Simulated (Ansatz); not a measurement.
**C₂H₈BBrGaN: a ladder of functionals and wavefunction methods**

How much do the methods differ for C₂H₈BBrGaN? The plan is to run it at one geometry with functionals of several rungs and with coupled cluster, and see how far each lands from CCSD(T) at the basis-set limit for the atomisation energy.

Method: functionals in def2-TZVPP, the program's frozen cores in correlated methods; program: Ansatz 0.2.0, Gaussian basis.

Levels to be run: LDA (SPW92), PBE-D4, revPBE-D4, BLYP-D4, r2SCAN-D4, B97M-V, PBE0-D4, B3LYP-D4, r2SCANh-D4, r2SCAN0-D4, HSE06-D4, BHLYP-D4, CAM-B3LYP-D4, LC-ωPBE, ωB97X-V, ωB97M-V, B2PLYP, PBE-QIDH; CCSD(T)/def2-SVP; CCSD(T)/def2-TZVPP; MP2/def2-QZVPP; extrapolation to the limit; RPA on PBE.

### 1 The relaxed structure

All runs share one geometry, relaxed beforehand with PBE0-D4 in a triple-zeta def2 set.

SMILES `C[N](C)[GaH][BH]Br`, 14 atoms, charge 0, spin multiplicity 1.

Atoms are counted from 1 here; the program's logs count them from 0.

Bond lengths: C1–N2 1.440 Å, C1–H7 1.100 Å, C1–H8 1.100 Å, C1–H9 1.091 Å, N2–C3 1.440 Å, N2–Ga4 1.829 Å, C3–H10 1.091 Å, C3–H11 1.100 Å, C3–H12 1.100 Å, Ga4–B5 2.092 Å, Ga4–H13 1.567 Å, B5–Br6 1.906 Å, B5–H14 1.194 Å. Angles: N2–C1–H7 111.5°, N2–C1–H8 111.5°, N2–C1–H9 110.7°, H7–C1–H8 107.0°, H7–C1–H9 108.0°, H8–C1–H9 108.0°, C1–N2–C3 112.6°, C1–N2–Ga4 123.2°, C3–N2–Ga4 124.2°, N2–C3–H10 110.9°, N2–C3–H11 111.5°, N2–C3–H12 111.5°, H10–C3–H11 107.9°, H10–C3–H12 107.9°, H11–C3–H12 106.9°, N2–Ga4–B5 117.4°, N2–Ga4–H13 113.5°, B5–Ga4–H13 129.1° and more.

Geometry (Å):

| atom | x (Å) | y (Å) | z (Å) |
| --- | --- | --- | --- |
| C1 | 0.4692 | -0.8113 | 1.7737 |
| N2 | 0.1960 | -0.3216 | 0.4475 |
| C3 | 0.7982 | -1.1347 | -0.5769 |
| Ga4 | -0.8072 | 1.1721 | 0.1170 |
| B5 | -1.0839 | 1.7246 | -1.8814 |
| Br6 | -2.1083 | 3.2783 | -2.2920 |
| H7 | 1.5497 | -0.8381 | 1.9782 |
| H8 | 0.0913 | -1.8352 | 1.9105 |
| H9 | -0.0013 | -0.1741 | 2.5245 |
| H10 | 0.5750 | -0.7396 | -1.5694 |
| H11 | 0.4324 | -2.1711 | -0.5350 |
| H12 | 1.8918 | -1.1763 | -0.4671 |
| H13 | -1.3434 | 1.8647 | 1.4162 |
| H14 | -0.6593 | 1.1625 | -2.8459 |

### 2 LDA

This LDA is Slater exchange with PW92 correlation.

in.yaml

```yaml
crystal:
  periodic: [false, false, false]
  atoms:
    - {symbol: C, position_ang: [0.469235, -0.811348, 1.773739]}
    - {symbol: N, position_ang: [0.196038, -0.321550, 0.447458]}
    - {symbol: C, position_ang: [0.798181, -1.134711, -0.576853]}
    - {symbol: Ga, position_ang: [-0.807248, 1.172050, 0.117049]}
    - {symbol: B, position_ang: [-1.083934, 1.724641, -1.881434]}
    - {symbol: Br, position_ang: [-2.108292, 3.278313, -2.291967]}
    - {symbol: H, position_ang: [1.549665, -0.838144, 1.978217]}
    - {symbol: H, position_ang: [0.091256, -1.835217, 1.910476]}
    - {symbol: H, position_ang: [-0.001325, -0.174079, 2.524528]}
    - {symbol: H, position_ang: [0.574991, -0.739611, -1.569416]}
    - {symbol: H, position_ang: [0.432382, -2.171144, -0.534963]}
    - {symbol: H, position_ang: [1.891774, -1.176327, -0.467082]}
    - {symbol: H, position_ang: [-1.343407, 1.864655, 1.416177]}
    - {symbol: H, position_ang: [-0.659328, 1.162452, -2.845919]}
basis:
  gaussian: {orbitals: def2-TZVPP}
hamiltonian: {xc: lda}
output: {orbitals: {seedname: orbitals}}
```

Started as:

```sh
ansatz run in.yaml --threads 2 --pin off --events-out ev --progress --plain --max-ram 32768MiB --backend cuda --devices 0, --max-vram 18GiB
```

Further steps of the session: PBE-D4 (GGA); revPBE-D4 (GGA); BLYP-D4 (GGA); r2SCAN-D4 (meta-GGA); B97M-V (meta-GGA); PBE0-D4 (hybrid); B3LYP-D4 (hybrid); r2SCANh-D4 (hybrid); r2SCAN0-D4 (hybrid); HSE06-D4 (hybrid); BHLYP-D4 (hybrid); CAM-B3LYP-D4 (range-separated); LC-ωPBE (range-separated); ωB97X-V (range-separated); ωB97M-V (range-separated); B2PLYP (double hybrid); PBE-QIDH (double hybrid); CCSD(T) in def2-SVP; CCSD(T) in def2-TZVPP; MP2 in def2-QZVPP; RPA on PBE orbitals.

**Question.** What will the summary of the whole plan be? Wanted: atomisation energy, CCSD(T)/CBS; farthest beyond LDA; mean size of error, GGA; mean size of error, meta-GGA; mean size of error, hybrid; mean size of error, range-separated; mean size of error, double hybrid; gap, smallest and largest; T1 diagnostic.

The runs gave:

| quantity | value |
| --- | --- |
| atomisation energy, CCSD(T)/CBS | 49.394 eV |
| functionals within 0.494 eV (1.0 %) | revPBE-D4, BLYP-D4, r2SCAN-D4, B97M-V, PBE0-D4, B3LYP-D4, r2SCANh-D4, r2SCAN0-D4, HSE06-D4, CAM-B3LYP-D4, LC-ωPBE, ωB97X-V, ωB97M-V, PBE-QIDH |
| farthest beyond LDA | BHLYP-D4 (-1.294 eV) |
| mean size of error, GGA | 0.491 eV |
| mean size of error, meta-GGA | 0.120 eV |
| mean size of error, hybrid | 0.393 eV |
| mean size of error, range-separated | 0.115 eV |
| mean size of error, double hybrid | 0.378 eV |
| gap, smallest and largest | 1.92 eV (LDA (SPW92)), 8.49 eV (LC-ωPBE) |
| T1 diagnostic | 0.0152 |
| triples share of the correlation energy | 3.9 % |

What this shows: LDA overbinds by 7.130 eV (14 %). PBE-D4 misses by +0.921 eV. Double hybrids carry the basis error of their MP2 part in triple zeta, and no dispersion term here, so their miss is partly the set-up's. The rungs range-separated, meta-GGA, double hybrid, hybrid, GGA miss on average by less than the doubt on the reference (0.494 eV), so they tie. The reference freezes the cores and leaves out relativity and excitations past (T), and its outer-core shells are covered unevenly, so misses under about 0.494 eV can't be ranked. All levels share the lack of spin-orbit coupling, which lowers the free heavy atoms and so the true binding. Hartree-Fock recovers 73 % of the binding; the rest is correlation. CCSD(T) in def2-SVP is off by -2.395 eV, so the small basis spoils what the method gains. Orbital gaps span 1.9 to 8.5 eV; exact exchange widens them. Correlated methods include outer-core shells of Br, Ga, which these sets cover unevenly.
